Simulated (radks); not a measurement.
# The first electron to leave Ru⁷⁺

Aim: remove one electron from each of the outer sub-shells of Ru⁷⁺ ([Kr] 4d1) in turn, let the ion relax, and find the cheapest removal. The parent's configuration is the lowest that an earlier search found at this level.

Method: non-relativistic Kohn-Sham, PBE, spin-polarised, spherical densities, point nucleus; open shells are filled with parallel spins first. Code: radks (a radial shooting solver on a logarithmic mesh, Libxc functionals) version 1.

4 further runs of the same task are left out: 4 set aside as unsound or not needed.

### Step 1. Starting point

```
element       : ruthenium (Z = 44)
charge        : +7
electrons     : 37
configuration : [Kr] 4d1
```

The outer shells:

Ru⁷⁺
```
[Kr] core
4d [↑ ][  ][  ][  ][  ]
```

### Step 2. The parent, Ru⁷⁺

From an earlier run at this level the parent has E = -4430.987028 hartree and these outer levels (eV):

| level | occupation | energy (eV) |
| --- | --- | --- |
| 3d up | 5 | -390.77 |
| 3d down | 5 | -390.55 |
| 4s up | 1 | -177.21 |
| 4s down | 1 | -176.04 |
| 4p up | 3 | -149.27 |
| 4p down | 3 | -148.08 |
| 4d up | 1 | -103.13 |
| 4d down | 0 | -101.94 |

### Step 3. Remove 4d: [Kr]

Settings of this run:

```text
Z 44
configuration [Kr]
relativity non-relativistic
functional pbe,pbe
spin polarised
nucleus point
```

### Step 4. Remove 4p: [Ar] 3d10 4s2 4p5 4d1

Settings of this run:

```text
Z 44
configuration [Ar] 3d10 4s2 4p5 4d1
relativity non-relativistic
functional pbe,pbe
spin polarised
nucleus point
```

### Step 5. Remove 4s: [Ar] 3d10 4s1 4p6 4d1

Settings of this run:

```text
Z 44
configuration [Ar] 3d10 4s1 4p6 4d1
relativity non-relativistic
functional pbe,pbe
spin polarised
nucleus point
```

### Step 6. Remove 3d: [Ar] 3d9 4s2 4p6 4d1

Settings of this run:

```text
Z 44
configuration [Ar] 3d9 4s2 4p6 4d1
relativity non-relativistic
functional pbe,pbe
spin polarised
nucleus point
```

Q: Predict the outcome of this session. Wanted: for each run, case; final configuration; Δ-SCF; −ε of the level emptied.

As calculated:

| case | final configuration | Δ-SCF (eV) | −ε of the level emptied (eV) |
| --- | --- | --- | --- |
| remove 4d | [Kr] | 112.02 | 103.13 |
| remove 4p | [Ar] 3d10 4s2 4p5 4d1 | 157.90 | 148.08 |
| remove 4s | [Ar] 3d10 4s1 4p6 4d1 | 186.31 | 176.04 |
| remove 3d | [Ar] 3d9 4s2 4p6 4d1 | 413.28 | 390.55 |

What this shows: The 4d electron leaves first, at 112.02 eV; the next cheapest, 4p, costs 157.90 eV. 4d is also the highest occupied level of the parent. NIST lists 110 eV (theoretical), between the same two configurations. Relativity is left out here, which matters for elements this heavy. Open shells are spherical and high-spin; term and fine-structure splittings are not resolved.
